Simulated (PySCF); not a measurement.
# H5InP2: the cost of one run

Computed with PySCF 2.14.0; each step states its level. No surroundings beyond the atoms listed, unless a continuum is named. Atoms count from 0, parts from 1.

## 1. Starting point

Each species was relaxed by itself at PBE0-D3(BJ)/def2-SVPD.

## 2. Energies of the species: wB97M-D3(BJ)/def2-TZVPD

The job: settings as JSON, then the geometry in Å.

```
{"job": {"kind": "react", "xc": "wB97M-D3(BJ)", "basis": "def2-TZVPD"}, "charge": 0, "multiplicity": 1}
-1 H5InP2 charge 0 multiplicity 1
P     -0.440220    -2.188440     0.387160
In     0.473040     0.126070     0.734570
P      1.197960     1.418810    -1.294490
H     -1.453960    -2.044020     1.384880
H     -1.294700    -1.799540    -0.690110
H      0.810410     0.720760     2.326590
H      0.021260     1.105220    -2.042080
H      0.686640     2.661440    -0.806360

+1 H4InP2 charge 0 multiplicity 2
P      0.910210    -1.020300    -1.717760
In    -0.983350     0.142140    -0.392080
P     -0.258830     0.912460     1.969750
H      1.679840     0.188850    -1.716780
H      0.324790    -0.748610    -2.993550
H     -0.077410    -0.449880     2.376740
H     -1.595270     0.975350     2.473660

+1 H charge 0 multiplicity 2
H      0.000000     0.000000     0.000000
```

With the program's defaults for keys left out, this is: wB97M-D3(BJ)/def2-TZVPD reaction energy of separated species, gas phase.

Run with:

```sh
$ OMP_NUM_THREADS=1 python cluster_run.py task.json out
```

This one command runs all jobs of the session in turn.

Q: Estimate the wall time and peak memory of this first job on 1 thread of Arm Neoverse N1, shared host.

About 71 s, with a peak of 0.69 GiB.
